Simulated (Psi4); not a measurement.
# GeH4O2 (SMILES [OH][GeH2][OH]) at 3 levels

We compute a comparison of 3 runs (BLYP/cc-pVDZ, r2SCAN/cc-pVDZ, revPBE/cc-pVDZ) of GeH4O2. 

The results are computed with Psi4 1.11.

**1. The structure to begin with**

GeH4O2 has 7 atoms, charge 0, and is taken as a singlet. As SMILES, `[OH][GeH2][OH]`. The O1–H4 distance was set to 1.726 Å, away from the relaxed value. At this shape a bond of the SMILES string is far longer than usual.

Bond lengths: O1–Ge2 1.776 Å, Ge2–O3 1.773 Å, Ge2–H5 1.543 Å, Ge2–H6 1.525 Å, O3–H7 0.959 Å. Angles: O1–Ge2–O3 110.8°, O1–Ge2–H5 108.6°, O1–Ge2–H6 106.6°, O3–Ge2–H5 109.7°, O3–Ge2–H6 104.9°, Ge2–O3–H7 113.6°, H5–Ge2–H6 116.1°.

**2. Energy and forces at BLYP/cc-pVDZ (run 1)**

calc.inp reads:

```
memory 2200 mb

molecule m {
  0 1
  O
  Ge 1 1.775697
  O 2 1.773283 1 110.80889
  H 1 1.7262 2 113.31689 3 -91.49828
  H 2 1.542814 3 109.7308 1 -119.91567
  H 2 1.524904 5 116.11333 1 -120.07556
  H 3 0.959423 2 113.64464 6 -175.24423
  symmetry c1
}

set basis cc-pVDZ
set puream true
set e_convergence 1e-09
set d_convergence 1e-08
set scf_type pk
set dft_radial_points 99
set dft_spherical_points 590

e, wfn = gradient('blyp', return_wfn=True)
oeprop(wfn, 'DIPOLE', 'QUADRUPOLE', 'MULLIKEN_CHARGES', title='BLYP')
```

Command:

```bash
$ psi4 -i calc.inp -o calc.out -n 1
```

calc.out:

```text
[...]
  Running in c1 symmetry.
[...]
  Nuclear repulsion =  216.014891955986172
[...]
  Multiplicity = 1
[...]
  Nalpha       = 26
  Nbeta        = 26
[...]
    Number of basis functions: 75
[...]
   @RKS iter   1: -2228.82744412962256   -2.66165e+00   1.79762e-02 DIIS/ADIIS
[...]
   @RKS iter  14: -2229.75332210712304    5.00222e-12   6.11552e-09 DIIS
[...]
  @RKS Final Energy: -2229.75332210712304
   => Energetics <=
    Nuclear Repulsion Energy =            216.0148919559861724
    One-Electron Energy =               -3534.1213806765053960
    Two-Electron Energy =                1185.9389093244735705
    DFT Exchange-Correlation Energy =     -97.5857427110771027
    Empirical Dispersion Energy =           0.0000000000000000
    VV10 Nonlocal Energy =                  0.0000000000000000
    Total Energy =                      -2229.7533221071230400
[...]
  -Total Gradient:
     Atom            X                  Y                   Z
    ------   -----------------  -----------------  -----------------
       1       -0.063504980687    -0.003470407327     0.063374801758
       2       -0.016163809705    -0.013960653922    -0.011857525223
       3        0.019364939330     0.013984527419    -0.013453718753
       4        0.072125064790     0.002271594135    -0.035660387329
       5       -0.003669742958    -0.004769977301    -0.004670038697
       6        0.007910423983    -0.002023278033    -0.000887786212
       7       -0.016063695518     0.008000495936     0.003168325319
[...]
```

Run time: 28 s. Hardware: 1 thread of AMD EPYC 9R45 (Zen 5), shared host; peak memory 1.2 GiB.

**3. A single-point energy at r2SCAN/cc-pVDZ (run 2)**

calc.py reads:

```python
import psi4

psi4.set_memory('2200 MB')
psi4.set_num_threads(1)
psi4.set_output_file('geh4o2.out', False)

m = psi4.geometry("""
O
Ge 1 1.775697
O 2 1.773283 1 110.80889
H 1 1.7262 2 113.31689 3 -91.49828
H 2 1.542814 3 109.7308 1 -119.91567
H 2 1.524904 5 116.11333 1 -120.07556
H 3 0.959423 2 113.64464 6 -175.24423
units angstrom
symmetry c1
""")

psi4.set_options({
    'basis': 'cc-pVDZ',
    'reference': 'rks',
    'puream': True,
    'e_convergence': 1e-09,
    'd_convergence': 1e-08,
    'scf_type': 'pk',
    'dft_radial_points': 99,
    'dft_spherical_points': 590,
})

result, w = psi4.energy('R2SCAN', molecule=m, return_wfn=True)
psi4.oeprop(w, 'MULLIKEN_CHARGES', 'QUADRUPOLE', 'WIBERG_LOWDIN_INDICES')
print('E =', round(result, 9))
for k, v in sorted(psi4.core.scalar_variables().items()):
    print(f'{k:45s} {v:18.10f}')
```

Command:

```bash
$ python calc.py
```

geh4o2.out:

```text
[...]
  Running in c1 symmetry.
[...]
  Nuclear repulsion =  216.014891955986172
[...]
  Multiplicity = 1
[...]
  Nalpha       = 26
  Nbeta        = 26
[...]
    Number of basis functions: 75
[...]
   @RKS iter   1: -2228.79218363563677   -2.83982e+00   1.71122e-02 ADIIS/DIIS
[...]
   @RKS iter  13: -2229.63666773534669   -8.18545e-12   1.77889e-09 DIIS
[...]
  @RKS Final Energy: -2229.63666773534669
   => Energetics <=
    Nuclear Repulsion Energy =            216.0148919559861724
    One-Electron Energy =               -3534.6225036157343311
    Two-Electron Energy =                1186.4618147942601354
    DFT Exchange-Correlation Energy =     -97.4908708698586111
    Empirical Dispersion Energy =           0.0000000000000000
    VV10 Nonlocal Energy =                  0.0000000000000000
    Total Energy =                      -2229.6366677353466912
[...]
 Multipole Moments:
 ------------------------------------------------------------------------------------
     Multipole            Electronic (a.u.)      Nuclear  (a.u.)        Total (a.u.)
 ------------------------------------------------------------------------------------
 L = 1.  Multiply by 2.5417464519 to convert [e a0] to [Debye]
 Dipole X            :         -1.2650192            2.3048643            1.0398452
 Dipole Y            :          2.2725539           -2.1069152            0.1656387
 Dipole Z            :          1.9692096           -1.9739569           -0.0047473
 Magnitude           :                                                    1.0529657
 L = 2.  Multiply by 1.3450342976 to convert [e a0^2] to [Debye ang]
 Quadrupole XX       :        -42.3676733           23.1950438          -19.1726296
 Quadrupole XY       :          1.2582143           -3.3333512           -2.0751369
[...]
```

The script printed:

```text
E = -2229.636667735
CURRENT ENERGY                                  -2229.6366677353
CURRENT REFERENCE ENERGY                        -2229.6366677353
DD SOLVATION ENERGY                                 0.0000000000
DFT FUNCTIONAL TOTAL ENERGY                     -2229.6366677353
DFT TOTAL ENERGY                                -2229.6366677353
DFT VV10 ENERGY                                     0.0000000000
DFT XC ENERGY                                     -97.4908708699
GRID ELECTRONS ALPHA                               26.0000003805
GRID ELECTRONS BETA                                26.0000003805
GRID ELECTRONS TOTAL                               52.0000007610
NUCLEAR REPULSION ENERGY                          216.0148919560
ONE-ELECTRON ENERGY                             -3534.6225036157
PCM POLARIZATION ENERGY                             0.0000000000
PE ENERGY                                           0.0000000000
SCF ITERATION ENERGY                            -2229.6366677353
SCF ITERATIONS                                     13.0000000000
SCF TOTAL ENERGY                                -2229.6366677353
TWO-ELECTRON ENERGY                              1186.4618147943
XC GRID RADIAL POINTS                              99.0000000000
XC GRID SPHERICAL POINTS                          590.0000000000
XC GRID TOTAL POINTS                           390770.0000000000
```

Wall time 29 s (1 thread of AMD EPYC 9R45 (Zen 5), shared host); peak memory 1.4 GiB.

**4. A single-point energy at revPBE/cc-pVDZ (run 3)**

geh4o2.xyz reads:

```xyz
7
GeH4O2
O     -1.376424    -0.413840     0.584632
Ge     0.138376     0.379160     1.063832
O      1.462276    -0.796740     1.159132
H     -1.634900    -0.418700    -1.122100
H      0.478276     1.462660     0.019432
H     -0.057624     0.865260     2.495832
H      1.740476    -1.133040     0.304732
```

geh4o2.py reads:

```python
import psi4

psi4.set_memory('2200 MB')
psi4.set_num_threads(1)
psi4.core.set_output_file('psi4.out', False)

with open('geh4o2.xyz') as f:
    atoms = ''.join(f.readlines()[2:])
molecule = psi4.geometry('0 1\n' + atoms + 'symmetry c1')

options = {'basis': 'cc-pVDZ', 'reference': 'rks', 'puream': True, 'e_convergence': 1e-09, 'd_convergence': 1e-08, 'scf_type': 'pk', 'dft_radial_points': 99, 'dft_spherical_points': 590}
psi4.set_options(options)

energy_value, wavefunction = psi4.energy("revpbe", molecule=molecule, return_wfn=True)
psi4.oeprop(wavefunction, "DIPOLE", "WIBERG_LOWDIN_INDICES", "MULLIKEN_CHARGES")
print(f'revpbe energy: {energy_value:.10f} Eh')
```

Command:

```bash
$ python geh4o2.py
```

psi4.out:

```text
[...]
  Running in c1 symmetry.
[...]
  Nuclear repulsion =  216.014853687931975
[...]
  Multiplicity = 1
[...]
  Nalpha       = 26
  Nbeta        = 26
[...]
    Number of basis functions: 75
[...]
   @RKS iter   1: -2228.62882569442627   -2.69111e+00   1.74677e-02 ADIIS/DIIS
[...]
   @RKS iter  14: -2229.51868881094742   -7.73070e-12   4.81134e-09 DIIS
[...]
  @RKS Final Energy: -2229.51868881094742
   => Energetics <=
    Nuclear Repulsion Energy =            216.0148536879319749
    One-Electron Energy =               -3534.2801852584893822
    Two-Electron Energy =                1186.0936862032972385
    DFT Exchange-Correlation Energy =     -97.3470434436873830
    Empirical Dispersion Energy =           0.0000000000000000
    VV10 Nonlocal Energy =                  0.0000000000000000
    Total Energy =                      -2229.5186888109474239
[...]
 Multipole Moments:
 ------------------------------------------------------------------------------------
     Multipole            Electronic (a.u.)      Nuclear  (a.u.)        Total (a.u.)
 ------------------------------------------------------------------------------------
 L = 1.  Multiply by 2.5417464519 to convert [e a0] to [Debye]
 Dipole X            :          0.3399107           -0.1838278            0.1560829
 Dipole Y            :          2.6246208           -2.3500211            0.2745997
 Dipole Z            :          1.9285535           -2.8445749           -0.9160214
 Magnitude           :                                                    0.9689489
[...]
```

The script printed:

```text
revpbe energy: -2229.5186888109 Eh
```

It took 14 s on 1 thread of AMD EPYC 9R45 (Zen 5), shared host; peak memory 1.2 GiB.

**5. The series**

| run | level | task | energy (Eh) | dipole moment (D) | HOMO energy (eV) | LUMO energy (eV) | wall time |
| --- | --- | --- | --- | --- | --- | --- | --- |
| 1 | BLYP/cc-pVDZ | gradient | -2229.753322 | 2.42 | -6.34 | -4.47 | 28 s |
| 2 | r2SCAN/cc-pVDZ | energy | -2229.636668 | 2.68 | -6.89 | -4.51 | 29 s |
| 3 | revPBE/cc-pVDZ | energy | -2229.518689 | 2.46 | -6.42 | -4.54 | 14 s |

**6. What came out**

| quantity | value |
| --- | --- |
| run 3: total energy | -2229.51869 Eh |
| run 3: dipole moment | 2.46 D |
| run 3: HOMO energy | -6.42 eV |
| run 3: LUMO energy | -4.54 eV |
| run 3: HOMO–LUMO gap | 1.88 eV |

**Reading.** The dipole moment (its size) runs from 2.42 D (BLYP/cc-pVDZ) to 2.68 D (r2SCAN/cc-pVDZ). The HOMO–LUMO gap runs from 1.87 eV (BLYP/cc-pVDZ) to 2.38 eV (r2SCAN/cc-pVDZ). Totals of different functionals can't be ranked against each other. In all runs a closed-shell determinant meets a far-stretched bond; if it breaks into open shells, such a determinant describes it badly, and no broken-symmetry solution was shown. All runs together took 72 s, the longest 29 s.
